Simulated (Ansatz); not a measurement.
# C3H3BOS: a ladder of functionals and wavefunction methods

One table from this session's results is given with a row withheld; the runs are named, their logs left out.

Program: Ansatz 0.2.0, Gaussian basis. Level of theory: functionals in def2-TZVPP, the program's frozen cores in correlated methods. These are calculated values, not measurements.

The runs, in order: LDA (SPW92), PBE-D4, revPBE-D4, BLYP-D4, r2SCAN-D4, B97M-V, PBE0-D4, B3LYP-D4, r2SCANh-D4, r2SCAN0-D4, HSE06-D4, BHLYP-D4, CAM-B3LYP-D4, LC-ωPBE, ωB97X-V, ωB97M-V, B2PLYP, PBE-QIDH; CCSD(T)/def2-SVP; CCSD(T)/def2-TZVPP; MP2/def2-QZVPP; extrapolation to the limit; RPA on PBE.

## The relaxed structure

The geometry comes from an earlier relaxation with PBE0-D4 in a triple-zeta def2 set; it is a stationary point, not always the lowest conformer.

SMILES `BC1SC1=C=O`, 9 atoms, charge 0, spin multiplicity 1.

Atoms are counted from 1 here; the program's logs count them from 0.

Bond lengths: B1–C2 1.555 Å, B1–H7 1.194 Å, B1–H8 1.197 Å, C2–S3 1.852 Å, C2–C4 1.459 Å, C2–H9 1.086 Å, S3–C4 1.770 Å, C4–C5 1.301 Å, C5–O6 1.157 Å. Angles: C2–B1–H7 118.5°, C2–B1–H8 118.1°, H7–B1–H8 122.7°, B1–C2–S3 77.9°, B1–C2–C4 111.6°, B1–C2–H9 129.2°, S3–C2–C4 63.3°, S3–C2–H9 114.3°, C4–C2–H9 117.9°, C2–S3–C4 47.4°, C2–C4–S3 69.2°, C2–C4–C5 143.4°, S3–C4–C5 133.4°, C4–C5–O6 172.6°.

As a file:

```
B     0.06584   -1.39096   -0.39476
C     0.54823    0.05482   -0.70199
S     1.16760   -0.20097    1.02445
C     0.08402    1.00090    0.30677
C    -0.96848    1.62994    0.74316
O    -1.82002    2.31267    1.12763
H    -1.01444   -1.53982    0.09052
H     0.71993   -2.30329   -0.80949
H     1.30583    0.39041   -1.40337
```

Set-up of the first run:

Contents of in.yaml:

```yaml
crystal:
  periodic: [false, false, false]
  atoms:
    - {symbol: B, position_ang: [0.065837, -1.390956, -0.394764]}
    - {symbol: C, position_ang: [0.548227, 0.054819, -0.701988]}
    - {symbol: S, position_ang: [1.167598, -0.200973, 1.024446]}
    - {symbol: C, position_ang: [0.084017, 1.000904, 0.306767]}
    - {symbol: C, position_ang: [-0.968483, 1.629940, 0.743160]}
    - {symbol: O, position_ang: [-1.820016, 2.312670, 1.127626]}
    - {symbol: H, position_ang: [-1.014440, -1.539819, 0.090517]}
    - {symbol: H, position_ang: [0.719929, -2.303293, -0.809490]}
    - {symbol: H, position_ang: [1.305832, 0.390408, -1.403373]}
basis:
  gaussian: {orbitals: def2-TZVPP}
hamiltonian: {xc: lda}
output: {orbitals: {seedname: orbitals}}
```

Among the steps run: LDA; PBE-D4 (GGA); revPBE-D4 (GGA); BLYP-D4 (GGA); r2SCAN-D4 (meta-GGA); B97M-V (meta-GGA); PBE0-D4 (hybrid); B3LYP-D4 (hybrid); r2SCANh-D4 (hybrid); r2SCAN0-D4 (hybrid); HSE06-D4 (hybrid); BHLYP-D4 (hybrid); CAM-B3LYP-D4 (range-separated); LC-ωPBE (range-separated); ωB97X-V (range-separated); ωB97M-V (range-separated); B2PLYP (double hybrid); PBE-QIDH (double hybrid).

One of the session's tables, all rows but one given; the rest of the session is left out.

It belongs to the step «Orbital energies across the functionals». 

```
  functional  HOMO (eV)  LUMO (eV)  gap (eV)
 LDA (SPW92)      -5.99      -3.72      2.27
      PBE-D4      -5.80      -3.46      2.34
   revPBE-D4      -5.74      -3.37      2.36
     BLYP-D4      -5.65      -3.29      2.36
   r2SCAN-D4      -6.01      -3.32      2.69
      B97M-V      -6.08      -3.18      2.90
     PBE0-D4      -6.98      -2.46      4.52
    B3LYP-D4      -6.76      -2.66      4.10
  r2SCANh-D4      -6.45      -2.95      3.50
  r2SCAN0-D4      -7.12      -2.39      4.73
    HSE06-D4      -6.58      -2.85      3.74
    BHLYP-D4      -8.03      -1.28      6.76
CAM-B3LYP-D4      -8.27      -1.27      7.00
     LC-ωPBE      -9.57      -0.14      9.43
     ωB97X-V      -9.22      -0.18      9.04
     ωB97M-V          ?          ?         ?
```

**Question.** Estimate the row for ωB97M-V.

**Answer.** HOMO (eV): -9.09; LUMO (eV): -0.23; gap (eV): 8.86. In the column «HOMO (eV)» it lies between ωB97X-V (-9.22) and CAM-B3LYP-D4 (-8.27).
